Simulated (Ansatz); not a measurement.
# Ca2Eu2In3Ge4 (C2/m): the equilibrium volume

At what volume is Ca2Eu2In3Ge4 (C2/m) free of pressure?

Computed with Ansatz 0.2.0 (DFT PBEsol, scalar-relativistic, plane waves, PAW, unless a step's input says otherwise).

2 further runs of the same task are left out: 1 that didn't finish, 1 set aside as unsound or not needed.

## 1. The system as given

Symmetry: C2/m, No. 12, monoclinic system. The conventional cell has a = 16.760 Å, b = 4.721 Å, c = 7.442 Å, α = 90.00°, β = 107.06°, γ = 90.00°. Ca (site symmetry m) has 6 Ge at 3.18 to 3.38 Å and 5 In at 3.46 to 3.55 Å in its first shell of neighbours. Eu (site symmetry m) has 5 Ge at 3.18 to 3.25 Å and 5 In at 3.49 to 3.63 Å in its first shell of neighbours. Ge (site symmetry m) has 1 Ge at 2.51 Å and 2 In at 2.76 to 2.94 Å and 2 Eu at 3.18 Å and 4 Ca at 3.18 to 3.30 Å in its first shell of neighbours. Ge (site symmetry m) is surrounded by 4 In at 2.86 to 3.14 Å and 3 Eu at 3.21 to 3.25 Å. In (site symmetry 2/m) is surrounded by 4 Ge at 2.94 to 3.14 Å. Around In (site symmetry m) lie 4 Ge at 2.76 to 2.89 Å.

As a file:

```
CELL_PARAMETERS angstrom
8.37994 -2.36073 0.00000
8.37994 2.36073 0.00000
-2.18279 0.00000 7.11436
ATOMIC_POSITIONS crystal
Ca 0.42375 0.42375 0.63342
Ca 0.57625 0.57625 0.36658
Eu 0.64685 0.64685 0.92340
Eu 0.35315 0.35315 0.07660
Ge 0.94612 0.94612 0.34159
Ge 0.05388 0.05388 0.65841
Ge 0.80981 0.80981 0.77118
Ge 0.19019 0.19019 0.22882
In 0.00000 0.00000 0.00000
In 0.78657 0.78657 0.37526
In 0.21343 0.21343 0.62474
```

The moments start at Eu 7.00 μB.

## 2. The first run (PBEsol, 4×4×4 mesh)

input.yaml

```yaml
crystal:
  lattice:
    - [8.37994466, -2.36072611, 0.0]
    - [8.37994466, 2.36072611, 0.0]
    - [-2.18279091, 0.0, 7.11436492]
  atoms:
    - { symbol: Ca, position: [0.423755, 0.423755, 0.633422] }
    - { symbol: Ca, position: [0.576245, 0.576245, 0.366578] }
    - { symbol: Eu, position: [0.646854, 0.646854, 0.923401], spin: 7.0 }
    - { symbol: Eu, position: [0.353146, 0.353146, 0.076599], spin: 7.0 }
    - { symbol: Ge, position: [0.946118, 0.946118, 0.341585] }
    - { symbol: Ge, position: [0.053882, 0.053882, 0.658415] }
    - { symbol: Ge, position: [0.80981, 0.80981, 0.771177] }
    - { symbol: Ge, position: [0.19019, 0.19019, 0.228823] }
    - { symbol: In, position: [0.0, 0.0, 0.0] }
    - { symbol: In, position: [0.786573, 0.786573, 0.375255] }
    - { symbol: In, position: [0.213427, 0.213427, 0.624745] }
basis:
  ecutwfc: 420
kpoints:
  mp_grid: { grid: [4, 4, 4] }
hamiltonian:
  xc: pbesol
scf:
  occupations: { method: gaussian, width: 0.1 }
  lower_state_search: "off"
output:
  forces: true
  stress: true
  eigenvalues: true
  populations: true
  hubbard: { sites: [{ species: Eu, l: f }] }
magnetization:
  spin_polarized: true
```

Started as:

```
ansatz run input.yaml --threads 8 --pin off --max-ram 14336MiB --backend cpu --events-out ev --progress --plain --runs-dir out
```

Further steps of the session: Full relaxation.

What does the calculation give? Wanted: volume; pressure; conventional cell; gap on the mesh; spin moments in spheres.

The runs gave:

| quantity | value |
| --- | --- |
| volume | 23.890 Å³/atom |
| pressure | -0.01 GPa |
| conventional cell | a = 16.890 Å, b = 4.414 Å, c = 7.363 Å, α = 90.00°, β = 106.77°, γ = 90.00° |
| gap on the mesh | none (metal) |
| spin moments in spheres | Eu 6.71 μB |

Over the 2 runs shown the cell moved from 25.59 to 23.89 Å³/atom, a change of -6.6 %, where the pressure is zero within 0.01 GPa. No U acts on the 4f shell, so its levels can lie too near the Fermi level. Spin–orbit coupling is left out, though the cell holds Eu; it splits the 4f levels.
